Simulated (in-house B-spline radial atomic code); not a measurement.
# Pd¹⁷⁺: starting-point dependence of G0W0 and RPA

G0W0 and RPA are one-shot methods. How much does the choice of start matter for Pd¹⁷⁺?

Method: RPA, second order, AC-SOSEX and G0W0 (contour deformation) on a non-relativistic mean field, all electrons; no spin-orbit coupling, Breit or QED terms. Code: an in-house B-spline radial atomic code, version 1.

## 1. Starting point

| Property | Result |
| --- | --- |
| element | palladium (Z = 46) |
| charge | +17 |
| electrons | 29 |
| configuration | [Ar] 3d10 4s1 |
| next ion, run as well | [Ar] 3d10 |
| Hamiltonian | non-relativistic, point nucleus |
| starts | Hartree-Fock, PBE, ωB97X, PBEsol |

The outer shells:

Pd17+
```
[Ar] core
3d [↑↓][↑↓][↑↓][↑↓][↑↓]
4s [↑ ]
```

## 2. Hartree-Fock start

Settings, as recorded:

```ini
Z = 46
electrons = 29.0
configuration = [Ar] 3d10 4s1
hamiltonian = nr
method = hf
lmax = 9
spin_polarised = True
box_radius = 4.58
intervals = 48
```

Command:

```bash
$ python run_gw.py task.json out
```

task.json lists these runs, among others, and the program works through them in turn.

After this run come: PBE start; ωB97X start; PBEsol start.

What does the calculation give? Wanted: highest level, mean field; highest level, G0W0; RPA correlation energy; RPA+SOSEX.

The runs gave:

| quantity | value |
| --- | --- |
| highest level, mean field (range over the runs) | -446.39 to -437.22 eV |
| highest level, G0W0 (range over the runs) | -449.19 to -448.63 eV |
| RPA correlation energy | -2.226 to -2.111 hartree |
| RPA+SOSEX | -1.5485 to -1.4728 hartree |
| semi-empirical ionisation energy (4s shell) | 457.50 ± 0.1 eV (NIST Atomic Spectra Database, ionization energies) |
| G0W0 removal energy less that value | -8.87 to -8.31 eV |

Across the starts the mean-field level varies by 9.17 eV and the G0W0 level by 0.56 eV (6.1 % as much). On the semilocal starts the correction is downwards, 12 eV, since their self-interaction lifts occupied levels. The RPA energy is largest in size on PBEsol and smallest on Hartree-Fock, 5.2 % apart; over the runs it loosely follows the gap of the start, as smaller excitation energies give more correlation. All runs miss the semi-empirical ionisation energy, 457.50 ± 0.1 eV, by about -8.47 eV (-1.9 %), far more than they differ among themselves. Relativity, left out here, binds an s electron more tightly: it works in the direction of closing this gap. Read as a removal energy, the bare PBE level is off by -20.1 eV (-4.4 %) and the nearest bare level, Hartree-Fock's, by -11.1 eV. As differences of total energies the mean miss over the starts is 9.6 eV for mean field, 9.1 eV for RPA, 10 eV for RPA+SOSEX. For so heavy an element the non-relativistic levels are a model, not the real atom's.
